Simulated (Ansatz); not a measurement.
# AlSn (P-6m2) in Ansatz: notebook

Runs on AlSn. Level: PBE. Tasks: single point.

All numbers are computed with Ansatz 0.2.0; they aren't measurements. Logs are shortened: lines on timing, memory, paths and dates and some standing lists are left out, and cuts for length are marked.

## Step 1: Starting point

It takes space group P-6m2 (No. 187, hexagonal). The conventional cell has a = 4.198 Å, b = 4.198 Å, c = 3.307 Å, α = 90.00°, β = 90.00°, γ = 120.00°. Sn (site symmetry -6m2) has 6 Al at 2.93 Å and 2 Sn at 3.31 Å as nearest neighbours. Al (site symmetry -6m2) is surrounded by 6 Sn at 2.93 Å and 2 Al at 3.31 Å.

The cell comes from a database or a generator and needn't be the stable form of this composition.

## Step 2: Single point, PBE

input.yaml reads:

```yaml
crystal:
  lattice:
    - [4.1981056157, 0.0, 0.0]
    - [-2.0990528078, 3.6356661109, 0.0]
    - [0.0, 0.0, 3.306847]
  atoms:
    - { symbol: Sn, position: [0.3333333333, 0.6666666667, 0.5] }
    - { symbol: Al, position: [0.0, 0.0, 0.0] }
hamiltonian:
  xc: pbe
  pseudopotentials: { kind: paw }
kpoints:
  mp_grid: { grid: [7, 7, 8] }
scf:
  occupations: { method: gaussian, width: 0.017 }
output:
  forces: true
  stress: true
  eigenvalues: true
```

Potentials or basis: Ansatz PAW.

Started as:

```sh
> ansatz run input.yaml --threads 2 --pin off --max-ram 5632MiB --backend cpu --events-out ev --progress --plain --runs-dir out
```

Output:

```text
Warning: RAYON_NUM_THREADS=2 ignored (pool sized by the plan → 2); use --threads N
Engine: ansatz 0.2.0, aarch64-unknown-linux-gnu
Pseudopotentials: kind: paw
Pseudopotential: Sn, paw, valence charge 14, recommended cutoff 420 eV (normal), Sn.paw.azcp
Pseudopotential: Al, paw, valence charge 3, recommended cutoff 420 eV (normal), Al.paw.azcp
Functional definition: PBE
  parameter kappa = 0.804
  parameter beta = 0.06672455060314922
  exchange = pbe_x(kappa = kappa, mu = beta*pi^2/3)
  correlation = pbe_c(beta = beta)
Crystal: 2 atoms, lattice volume = 50.472 Å³
Basis set: ecut = 420 eV, 953 PW (Γ), exchange–correlation on 60×60×48 points (8 copies of the dense FFT grid, shifted against one another)
Bands: 13, of which v1, the nominal top of the filled ones, is band 9 counted from 1 (8 counted from 0)
Symmetry: 12 space group operations
Space group: P-6m2 (ITA 187), of the structure as read, at distance tolerance 3.7e-5 Å
k-points: 40 of 392 (time reversal used)
Non-local potential: Sn, projectors of the file, l = 0: 2, l = 1: 2, l = 2: 2, l = 3: 2
Non-local potential: Al, projectors of the file, l = 0: 2, l = 1: 2, l = 2: 1
PAW form: soft (Blöchl's): semilocal exchange-correlation on the pseudo side does not see the compensation charge
PAW one-centre angular grid: Sn, 590 points (default); XC on 64 Gauss nodes
PAW one-centre angular grid: Al, 110 points (default); XC on 64 Gauss nodes
Initial density: superposition of atomic densities (neutral atoms: chi_scale 0, normalization atom), corrected by the library's trained network
Initial wavefunctions: pseudopotential atomic-orbital guess
Functional: x = pbe(κ = 0.804, μ = 0.2195149727645171), c = pbe(β = 0.06672455060314922)
SCF iter   1: F=—  HF=-6561.324015 eV  |F-HF|=—  |Δ(HF+E_count)|=         —  Δρ=1.92e-3  dr2=2.59e-3  ethr=1.77e-3  ⟨swp⟩=6.2  Hψ=3401  notcnv=0
preconditioner: auto → none  [insulator: Δε(μ)=0.094 eV  Ē_g=18.311 eV  σ=0.017 eV  W_gap=0.75  n_scr=8 (ndim 8)  ℏωp=21.6 eV  f_vac=0.000  D(μ)=0.54/eV (n_scr^D=0)  ε∞_Penn≈2.4]
SCF iter   2: F=—  HF=-6561.323062 eV  |F-HF|=—  |Δ(HF+E_count)|=   9.53e-4  Δρ=8.74e-4  dr2=3.81e-4  ethr=1.52e-5  ⟨swp⟩=2.0  Hψ=1309  notcnv=0  defer=26
SCF iter   3: F=—  HF=-6561.323072 eV  |F-HF|=—  |Δ(HF+E_count)|=   1.05e-5  Δρ=2.91e-4  dr2=4.01e-5  ethr=2.24e-6  ⟨swp⟩=2.0  Hψ=965  notcnv=0  defer=26
SCF iter   4: F=—  HF=-6561.323098 eV  |F-HF|=—  |Δ(HF+E_count)|=   2.53e-5  Δρ=8.81e-5  dr2=2.21e-6  ethr=2.36e-7  ⟨swp⟩=2.6  Hψ=754  notcnv=0  defer=26
SCF iter   5: F=—  HF=-6561.323101 eV  |F-HF|=—  |Δ(HF+E_count)|=   2.80e-6  Δρ=1.93e-5  dr2=1.13e-7  ethr=1.30e-8  ⟨swp⟩=2.0  Hψ=828  notcnv=0  defer=26
SCF iter   6: F=-6561.323101 eV  HF=-6561.323101 eV  |F-HF|=3.44e-10  |Δ(HF+E_count)|=   5.00e-8  Δρ=3.92e-6  dr2=6.73e-9  ethr=5.88e-10  ⟨swp⟩=6.5  Hψ=2047  notcnv=0
SCF 1 converged in 6 iterations: F = -6561.323101 eV  dr2 = 6.73e-9
SCF converged after 6 iterations
Free energy (F): -6561.323101 eV
Harris-Foulkes:  -6561.323101 eV  (|F-HF|=3.44e-10)
Internal energy: -6561.323023 eV  (E = F + TS)
E sigma→0 (E₀):  -6561.323062 eV
Entropy (-TS):   -0.000078 eV (-0.039 meV/atom)
Fermi energy:    7.894898 eV
--- Per-component energies (eV) ---
  E_band       = -108.266356
  E_kinetic    = 207.406517
  E_local      = -1142.404025  (includes V_loc(G=0)·N_el)
  E_nonlocal   = -21.609955
  E_hartree    = 665.554382
  E_xc         = -421.153916
  E_vxc        = -123.529142  (∫ρ·V_xc dr)
  E_paw        = -4603.766954  (= ΣΔE_a)
  E_vpaw       = -359.241801  (= ΣTr[D̂ρ^β])
  E_aug_tail   = -0.000003  (compensation charges beyond the density's cutoff)
  E_ewald      = -1245.349068
  E_smearing   = -0.000078  (= −TS)
  E_closure    = -0.000000  (closes the sum)
  Σ components = -6561.323101   (vs F -6561.323101, Δ=0.00e0)
--- Forces (eV/Å), atoms counted from 1 ---
  atom   1  Sn     0.00000000     0.00000000     0.00000000
  atom   2  Al    -0.00000000    -0.00000000     0.00000000
  max |Σ_I F_I| component: 1.85e-17 eV/Å
--- Stress (GPa, compression-positive) ---
        0.009181       0.000000       0.000000
        0.000000       0.009181       0.000000
        0.000000       0.000000       0.820700
  P = ⅓ Tr σ = 0.2797 GPa (2.797 kbar)
--- Band table (eV; the first three rows and the last of 40) ---
  k-point 0: bands = ["-13.4669", "-13.3610", "-13.3610", "-13.3417", "-13.3417", "-2.5534", "7.6739", "7.6739", "8.5890", "10.4977", "11.0158", "11.0158", "13.0658"]
  k-point 1: bands = ["-13.4411", "-13.3599", "-13.3599", "-13.3511", "-13.3511", "-2.3344", "7.9030", "7.9030", "8.0771", "9.1241", "11.1891", "11.1891", "14.0404"]
  k-point 2: bands = ["-13.3786", "-13.3741", "-13.3741", "-13.3569", "-13.3569", "-1.6775", "5.5432", "8.5735", "8.5735", "9.5338", "11.6666", "11.6666", "14.5079"]
  k-point 39: bands = ["-13.4170", "-13.4127", "-13.3477", "-13.3400", "-13.2773", "2.3765", "3.9848", "4.9402", "5.5884", "7.2526", "8.2679", "15.0085", "15.4082"]
```

Wall time 1.2 s (2 threads of Arm Neoverse V2, shared host); peak memory 0.31 GiB.

Results:

```yaml
Free_energy: -6561.3231 eV
Pressure: 0.3 GPa
Band_gap_on_the_k_mesh: none (metal or under the smearing width)
```

Stress tensor (GPa, compression positive):
```
0.01 0.00 0.00
0.00 0.01 0.00
0.00 0.00 0.82
```

Levels at points of the mesh, in eV from the Fermi level:
```
            k point  band 6  band 7  band 8  band 9  band 10  band 11
 (0.00, 0.00, 0.00)  -10.45   -0.22   -0.22    0.69     2.60     3.12
(0.00, 0.00, -0.50)   -7.42   -6.22    2.72    2.72     3.57     3.57
```

## Step 3: Single point, PBE

Changes to input.yaml since step 2:

```diff
@@ -14,3 +14,3 @@
 scf:
-  occupations: { method: gaussian, width: 0.017 }
+  occupations: { method: gaussian, width: 0.018 }
 output:
```

Potentials or basis: Ansatz PAW.

Started as:

```sh
> ansatz run input.yaml --threads 2 --pin off --max-ram 5632MiB --backend cpu --events-out ev --progress --plain --runs-dir out
```

Run time: 1.1 s. Hardware: 2 threads of Arm Neoverse V2, shared host; peak memory 0.32 GiB.

It converged, with:

| Property | Result |
| --- | --- |
| Free energy | -6561.3231 eV |
| Pressure | 0.3 GPa |
| Band gap on the k mesh | none (metal or under the smearing width) |

Stress tensor (GPa, compression positive):
```
0.01 0.00 0.00
0.00 0.01 0.00
0.00 0.00 0.82
```

Levels at points of the mesh, in eV from the Fermi level:
```tsv
k point	band 4	band 5	band 6	band 7	band 8	band 9	band 10	band 11	band 12	band 13
(0.00, 0.00, 0.00)	-21.24	-21.24	-10.45	-0.22	-0.22	0.69	2.60	3.12	3.12	5.17
(0.00, 0.00, -0.50)	-21.25	-21.18	-7.42	-6.21	2.72	2.72	3.57	3.57	3.77	4.17
```

## Step 4: Single point, PBE

Changes to input.yaml since step 3:

```diff
@@ -14,3 +14,3 @@
 scf:
-  occupations: { method: gaussian, width: 0.018 }
+  occupations: { method: gaussian, width: 0.019 }
 output:
```

Started as:

```sh
> ansatz run input.yaml --threads 2 --pin off --max-ram 5632MiB --backend cpu --events-out ev --progress --plain --runs-dir out
```

Wall time 1.1 s (2 threads of Arm Neoverse V2, shared host); peak memory 0.31 GiB.

It converged, with:

* Free energy: -6561.3231 eV
* Pressure: 0.3 GPa
* Band gap on the k mesh: none (metal or under the smearing width)

Stress tensor (GPa, compression positive):
```
0.01 0.00 0.00
0.00 0.01 0.00
0.00 0.00 0.82
```

Levels at points of the mesh, in eV from the Fermi level:
```csv
k point,band 6,band 7,band 8,band 9,band 10,band 11
"(0.00, 0.00, 0.00)",-10.45,-0.22,-0.22,0.70,2.60,3.12
"(0.00, 0.00, -0.50)",-7.42,-6.21,2.72,2.72,3.57,3.57
```

## Step 5: Single point, PBE

Changes to input.yaml since step 4:

```diff
@@ -14,3 +14,3 @@
 scf:
-  occupations: { method: gaussian, width: 0.019 }
+  occupations: { method: gaussian, width: 0.02 }
 output:
```

Potentials or basis: Ansatz PAW.

Started as:

```sh
> ansatz run input.yaml --threads 2 --pin off --max-ram 5632MiB --backend cpu --events-out ev --progress --plain --runs-dir out
```

Output:

```text
Warning: RAYON_NUM_THREADS=2 ignored (pool sized by the plan → 2); use --threads N
[... 9 set-up lines as earlier in the session ...]
Crystal: 2 atoms, lattice volume = 50.472 Å³
Basis set: ecut = 420 eV, 953 PW (Γ), exchange–correlation on 60×60×48 points (8 copies of the dense FFT grid, shifted against one another)
Bands: 13, of which v1, the nominal top of the filled ones, is band 9 counted from 1 (8 counted from 0)
[... 2 set-up lines as earlier in the session ...]
k-points: 40 of 392 (time reversal used)
[... 1 set-up line as earlier in the session ...]
[... 27 lines left out ...]
  E_nonlocal   = -21.609956
  E_hartree    = 665.554380
  E_xc         = -421.153916
  E_vxc        = -123.529142  (∫ρ·V_xc dr)
  E_paw        = -4603.766954  (= ΣΔE_a)
  E_vpaw       = -359.241801  (= ΣTr[D̂ρ^β])
  E_aug_tail   = -0.000003  (compensation charges beyond the density's cutoff)
  E_ewald      = -1245.349068
  E_smearing   = -0.000092  (= −TS)
  E_closure    = 0.000000  (closes the sum)
  Σ components = -6561.323114   (vs F -6561.323114, Δ=0.00e0)
--- Forces (eV/Å), atoms counted from 1 ---
  atom   1  Sn     0.00000000     0.00000000     0.00000000
  atom   2  Al    -0.00000000    -0.00000000     0.00000000
  max |Σ_I F_I| component: 1.85e-17 eV/Å
--- Stress (GPa, compression-positive) ---
        0.009182       0.000000       0.000000
        0.000000       0.009182       0.000000
        0.000000       0.000000       0.820700
  P = ⅓ Tr σ = 0.2797 GPa (2.797 kbar)
--- Band table (eV; the first three rows and the last of 40) ---
  k-point 0: bands = ["-13.4669", "-13.3610", "-13.3610", "-13.3417", "-13.3417", "-2.5534", "7.6739", "7.6739", "8.5890", "10.4977", "11.0158", "11.0158", "13.0658"]
  k-point 1: bands = ["-13.4411", "-13.3599", "-13.3599", "-13.3511", "-13.3511", "-2.3344", "7.9030", "7.9030", "8.0771", "9.1241", "11.1891", "11.1891", "14.0404"]
  k-point 2: bands = ["-13.3786", "-13.3741", "-13.3741", "-13.3569", "-13.3569", "-1.6775", "5.5432", "8.5735", "8.5735", "9.5338", "11.6666", "11.6666", "14.5079"]
  k-point 39: bands = ["-13.4170", "-13.4127", "-13.3477", "-13.3400", "-13.2773", "2.3765", "3.9848", "4.9402", "5.5884", "7.2526", "8.2679", "15.0085", "15.4082"]
```

Wall time 1.1 s (2 threads of Arm Neoverse V2, shared host); peak memory 0.31 GiB.

Results:

```yaml
Free_energy: -6561.3231 eV
Pressure: 0.3 GPa
Band_gap_on_the_k_mesh: none (metal or under the smearing width)
```

Stress tensor (GPa, compression positive):
```
0.01 0.00 0.00
0.00 0.01 0.00
0.00 0.00 0.82
```

## Step 6: The runs side by side

```csv
smearing,gap on the mesh (eV),pressure (GPa)
gaussian 0.017 eV,none,0.3
gaussian 0.018 eV,none,0.3
gaussian 0.019 eV,none,0.3
gaussian 0.02 eV,none,0.3
```

Alike in all rows: task single point; level PBE; potentials or basis Ansatz PAW; no spin polarisation; cell as given; k mesh 7 × 7 × 8; cutoff (eV) 420.

Every run on the cell as given and a fine mesh finds a metal.

Total energies depend on the potentials used, so only differences within one code and one set of settings carry meaning.
